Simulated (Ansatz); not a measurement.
# Sc2Br3: the cost of one run

Method: DFT PBE, scalar-relativistic, plane waves, PAW, in Ansatz 0.2.0.

### 1 Starting point

The structure is trigonal, space group R-3m (No. 166). The conventional cell has a = 4.010 Å, b = 4.010 Å, c = 27.880 Å, α = 90.00°, β = 90.00°, γ = 120.00°. Sc (site symmetry 3m) has 6 Br at 2.81 to 2.97 Å as nearest neighbours. Br (site symmetry -3m) has 6 Sc at 2.97 Å as nearest neighbours. Br (site symmetry 3m) has 3 Sc at 2.81 Å as nearest neighbours.

Coordinates:

```xyz
5
Lattice="2.0048 1.1575 9.2932 -2.0048 1.1575 9.2932 0.0000 -2.3149 9.2932" Properties=species:S:1:pos:R:3 pbc="T T T"
Sc    0.0000    0.0000   11.1518
Sc    0.0000    0.0000   16.7277
Br    0.0000    0.0000    0.0000
Br    0.0000    0.0000    5.8408
Br    0.0000    0.0000   22.0388
```

(A quick probe on a coarse mesh, which set the mesh and smearing, is not shown.)

### 3 Coarse relaxation

File input.yaml:

```yaml
crystal:
  lattice:
    - [2.0047793265, 1.1574598838, 9.293169114]
    - [-2.0047793265, 1.1574598838, 9.293169114]
    - [0.0, -2.3149197676, 9.293169114]
  atoms:
    - { symbol: Sc, position: [0.4, 0.4, 0.4] }
    - { symbol: Sc, position: [0.6, 0.6, 0.6] }
    - { symbol: Br, position: [0.0, 0.0, 0.0] }
    - { symbol: Br, position: [0.2095, 0.2095, 0.2095] }
    - { symbol: Br, position: [0.7905, 0.7905, 0.7905] }
basis:
  ecutwfc: 420
kpoints:
  mp_grid: { grid: [6, 6, 6] }
hamiltonian:
  xc: pbe
scf:
  occupations: { method: gaussian, width: 0.1 }
  lower_state_search: "off"
output:
  forces: true
  stress: true
  eigenvalues: true
relax:
  adjacent_minimum: "off"
  f_tol: 0.04
  max_steps: 70
  cell: { stress_tol: 0.4 }
```

Command:

```console
ansatz run input.yaml --threads 1 --pin off --max-ram 2560MiB --backend cpu --events-out ev --progress --plain --runs-dir out
```

Q: Estimate wall time and peak memory on 1 thread of Intel Xeon Platinum 8375C at 2.90GHz (Ice Lake), shared host.

About 50 s, with a peak of 0.48 GiB.
